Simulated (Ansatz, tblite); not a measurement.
**GaH2(NH2) (GaNH₄): rung by rung**

How do method and basis change the picture of GaH2(NH2) (GaNH₄) (singlet)?

Method: as each input shows; program: Ansatz 0.2.0, Gaussian basis.

Levels to be run: GFN1-xTB, GFN2-xTB, PBE-D4/def2-TZVP, r2SCAN-D4/def2-TZVP, CAM-B3LYP-D4/def2-TZVP, ωB97M-V/def2-TZVP, ωB97X-V/def2-TZVP, BHLYP-D4/def2-TZVP, PBE-QIDH/def2-TZVP, LC-ωPBE/def2-TZVP, HSE06-D4/def2-TZVP, PBE-D4/def2-SVP, PBE0-D4/def2-SVP, HF/STO-3G, PBE0-D4/def2-TZVPD, PBE-D4/def2-TZVPD, r2SCAN-D4/def2-TZVPD, CCSD(T)/def2-TZVPP, MP2/def2-TZVP, RPA/def2-TZVP, CCSD(T)/def2-TZVPD.

**1. The relaxed structure**

The geometry is that of the singlet, from an earlier relaxation (r2SCAN-D4/def2-TZVP).

6 atoms, charge 0, spin multiplicity 1.

Bond lengths: Ga1–H2 1.554 Å, Ga1–H3 1.554 Å, Ga1–N4 1.813 Å, N4–H5 1.007 Å, N4–H6 1.007 Å. Angles: H2–Ga1–H3 127.2°, H2–Ga1–N4 116.4°, H3–Ga1–N4 116.4°, Ga1–N4–H5 124.1°, Ga1–N4–H6 124.2°, H5–N4–H6 111.7°.

PBE0-D4/def2-TZVP was run before; its log isn't repeated, and its numbers join the tables.

**2. GFN1-xTB**

Tight binding, by tblite at 300 K electronic temperature and without a spin-polarisation term:

```python
tblite.interface.Calculator('GFN1-xTB', numbers, positions, charge=0, uhf=0).singlepoint()
```

Energy -181.7564 eV, HOMO -10.64 eV, LUMO -4.44 eV; 0.003 s.

**3. GFN2-xTB**

Tight binding, by tblite at 300 K electronic temperature and without a spin-polarisation term:

```python
tblite.interface.Calculator('GFN2-xTB', numbers, positions, charge=0, uhf=0).singlepoint()
```

Energy -166.9457 eV, HOMO -10.65 eV, LUMO -5.92 eV; 0.001 s.

**4. PBE-D4/def2-TZVP**

start.molden holds the orbitals of an earlier run on this state, given as this run's starting guess.

The input, in.yaml:

```yaml
crystal:
  periodic: [false, false, false]
  atoms:
    - {symbol: Ga, position_ang: [0.431903, 0.748882, 0.007868]}
    - {symbol: H, position_ang: [1.900646, 0.693908, 0.512908]}
    - {symbol: H, position_ang: [-0.346740, 2.000277, -0.485150]}
    - {symbol: N, position_ang: [-0.473702, -0.821198, -0.008198]}
    - {symbol: H, position_ang: [-1.427926, -0.920201, -0.314608]}
    - {symbol: H, position_ang: [-0.084181, -1.701667, 0.287180]}
basis:
  gaussian: {orbitals: def2-TZVP, initial_orbitals: start.molden}
hamiltonian: {xc: pbe, dispersion: d4}
scf: {omitted_lower_state_checks: [starts]}
output: {orbitals: {seedname: orbitals}}
```

Launch:

```console
> ansatz run in.yaml --threads 4 --pin off --events-out ev --progress --plain --max-ram 3916MiB
```

The runs that follow: r2SCAN-D4/def2-TZVP; CAM-B3LYP-D4/def2-TZVP; ωB97M-V/def2-TZVP; ωB97X-V/def2-TZVP; BHLYP-D4/def2-TZVP; PBE-QIDH/def2-TZVP; LC-ωPBE/def2-TZVP; HSE06-D4/def2-TZVP; PBE-D4/def2-SVP; PBE0-D4/def2-SVP; HF/STO-3G; PBE0-D4/def2-TZVPD; PBE-D4/def2-TZVPD; r2SCAN-D4/def2-TZVPD; CCSD(T)/def2-TZVPP; MP2/def2-TZVP; RPA/def2-TZVP; CCSD(T)/def2-TZVPD.

Q: Predict the results of all the runs planned. Wanted: gap in def2-TZVP, named functionals, smallest and largest; correlation energy, CCSD(T)/def2-TZVPP; correlation energy, MP2/def2-TZVP; correlation energy, CCSD(T)/def2-TZVPD; binding an atom, CCSD(T)/def2-TZVPP; PBE0 total energy, smallest basis above largest.

**Answer**, as computed:

| quantity | value |
| --- | --- |
| gap in def2-TZVP, named functionals, smallest and largest | 4.59 eV (PBE-D4), 11.57 eV (LC-ωPBE) |
| correlation energy, CCSD(T)/def2-TZVPP | -13.30 eV |
| correlation energy, MP2/def2-TZVP | -12.11 eV |
| correlation energy, CCSD(T)/def2-TZVPD | -13.11 eV |
| binding an atom, CCSD(T)/def2-TZVPP | 2.808 eV |
| PBE0 total energy, smallest basis above largest | 8.62 eV (def2-SVP, def2-TZVPD) |

In words: Over the named functionals in def2-TZVP the gap runs from 4.59 eV (PBE-D4) to 11.57 eV (LC-ωPBE); exact exchange widens it. The functionals in def2-TZVP miss CCSD(T)/def2-TZVPP by -0.038 (BHLYP-D4) to +0.065 eV (ωB97X-V) an atom. The reference is CCSD(T) in one finite basis, so it carries an error of its own, often a tenth of an eV or more, and near misses can't be ranked.
